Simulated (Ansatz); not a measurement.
Task: a short molecular-dynamics run of C2H5AlO, SMILES C=[CH][AlH][OH], with the Ansatz DFT code, driven from Python. Give the script and its output. Use (for the species named): PBE, 6-31G basis, multiplicity 1.

```yaml
atoms:
  - { symbol: C, position_ang: [0.3293, 1.2503, -0.9111] }
  - { symbol: C, position_ang: [0.5601, -0.0086, -0.8593] }
  - { symbol: Al, position_ang: [-0.0120, -1.1022, 0.6755] }
  - { symbol: O, position_ang: [-0.8205, -0.3251, 2.0777] }
  - { symbol: H, position_ang: [0.5930, 1.8684, -1.8033] }
  - { symbol: H, position_ang: [-0.2592, 1.8067, -0.1233] }
  - { symbol: H, position_ang: [1.1308, -0.4811, -1.6655] }
  - { symbol: H, position_ang: [0.4111, -2.6437, 0.7196] }
  - { symbol: H, position_ang: [-1.8441, -0.4111, 1.8726] }
```

Script `c2h5alo.py`:
```python
'''A short Born-Oppenheimer trajectory of C2H5AlO.'''

import ansatz as az
import numpy as np

geometry = (
    az.Crystal.molecule()
    .atom('C', (0.3293, 1.2503, -0.9111))
    .atom('C', (0.5601, -0.0086, -0.8593))
    .atom('Al', (-0.012, -1.1022, 0.6755))
    .atom('O', (-0.8205, -0.3251, 2.0777))
    .atom('H', (0.593, 1.8684, -1.8033))
    .atom('H', (-0.2592, 1.8067, -0.1233))
    .atom('H', (1.1308, -0.4811, -1.6655))
    .atom('H', (0.4111, -2.6437, 0.7196))
    .atom('H', (-1.8441, -0.4111, 1.8726))
)

model = geometry.calculation()
model = model.basis(gaussian='6-31G')
model = model.functional('pbe')
symbols = [site.symbol for site in geometry.cartesian_sites]
start = np.array([site.position_ang for site in geometry.cartesian_sites], dtype=float)
summary = model.relax(force_tolerance=0.02).run().report
end = np.array(summary['positions_ang'])
minimum = az.Crystal.molecule()
for symbol, place in zip(symbols, end):
    minimum = minimum.atom(symbol, place.tolist())

# dynamics from the relaxed geometry
model = (
    minimum.calculation()
    .basis(gaussian='6-31G')
    .functional('pbe')
    .md('nve', timestep=0.5, steps=30, temperature=300, initial_velocities='maxwell_boltzmann', seed=10)
)
frames = []
outcome = model.session().plan().execute(on_event=lambda e: frames.append(e['data']) if e['event'] == 'md_step' else None)
print('t (fs)   E_pot (eV)      E_kin (eV)   T (K)   d(0-1) (A)')
for f in frames[::1]:
    xyz = np.array(f['positions_ang'])
    print(f'{f["time_fs"]:6.2f} {f["lagrangian_ev"]:14.5f} {f["e_kin_ev"]:10.5f} {f["temperature_k"]:8.1f} {np.linalg.norm(xyz[0] - xyz[1]):9.4f}')
kept = np.array([f['conserved_ev'] for f in frames])
print(f'conserved energy moves by at most {1000 * np.ptp(kept):.3f} meV')
symbols = [site.symbol for site in geometry.cartesian_sites]
with open('last_frame.xyz', 'w') as handle:
    handle.write(f'{len(symbols)}\nt = {frames[-1]["time_fs"]} fs\n')
    handle.writelines('{:2s} {:10.5f} {:10.5f} {:10.5f}\n'.format(s, *xyz) for s, xyz in zip(symbols, frames[-1]['positions_ang']))
```

Output of `python c2h5alo.py`:
```text
t (fs)   E_pot (eV)      E_kin (eV)   T (K)   d(0-1) (A)
  0.00   -10788.93378    0.27145    300.0    1.3566
  0.50   -10788.93065    0.26834    296.6    1.3537
  1.00   -10788.92176    0.25952    286.8    1.3510
  1.50   -10788.90809    0.24593    271.8    1.3483
  2.00   -10788.89093    0.22886    252.9    1.3457
  2.50   -10788.87164    0.20964    231.7    1.3432
  3.00   -10788.85141    0.18947    209.4    1.3410
  3.50   -10788.83120    0.16930    187.1    1.3391
  4.00   -10788.81175    0.14990    165.7    1.3374
  4.50   -10788.79376    0.13195    145.8    1.3361
  5.00   -10788.77792    0.11615    128.4    1.3352
  5.50   -10788.76492    0.10319    114.0    1.3346
  6.00   -10788.75542    0.09372    103.6    1.3345
  6.50   -10788.74989    0.08820     97.5    1.3348
  7.00   -10788.74848    0.08678     95.9    1.3355
  7.50   -10788.75096    0.08921     98.6    1.3365
  8.00   -10788.75667    0.09486    104.8    1.3380
  8.50   -10788.76465    0.10278    113.6    1.3398
  9.00   -10788.77376    0.11182    123.6    1.3419
  9.50   -10788.78285    0.12084    133.6    1.3442
 10.00   -10788.79095    0.12890    142.5    1.3467
 10.50   -10788.79738    0.13530    149.5    1.3494
 11.00   -10788.80179    0.13971    154.4    1.3522
 11.50   -10788.80411    0.14204    157.0    1.3550
 12.00   -10788.80445    0.14239    157.4    1.3578
 12.50   -10788.80298    0.14094    155.8    1.3605
 13.00   -10788.79987    0.13783    152.3    1.3632
 13.50   -10788.79526    0.13323    147.2    1.3657
 14.00   -10788.78934    0.12733    140.7    1.3680
 14.50   -10788.78237    0.12038    133.0    1.3702
 15.00   -10788.77476    0.11281    124.7    1.3721
conserved energy moves by at most 0.645 meV
```

`last_frame.xyz`, as written:
```text
9
t = 15.0 fs
C     0.29002    1.30413   -0.94837
C     0.64247   -0.01958   -0.86867
Al   -0.05837   -1.16560    0.53974
O    -1.10379   -0.21323    1.69901
H     0.73583    2.01785   -1.66189
H    -0.49371    1.81107   -0.36709
H     1.42444   -0.41752   -1.54841
H     0.41093   -2.75075    0.70147
H    -1.54320   -0.63859    2.47477
```

What to keep in mind:
- Total energies depend on the basis set; only differences at equal settings carry meaning.
- The trajectory is only some femtoseconds long, so its temperature is not equilibrated; where the script doesn't relax first, it starts from a rough generated geometry.
- The temperature counts the internal degrees of freedom alone.
- Run time: 110 s on 1 thread of Intel(R) Xeon(R) Platinum 8259CL CPU @ 2.50GHz (Skylake/Cascade Lake), on a shared host, peak memory 0.21 GiB.

(Lines on the test bed's own set-up are left out of the output.)
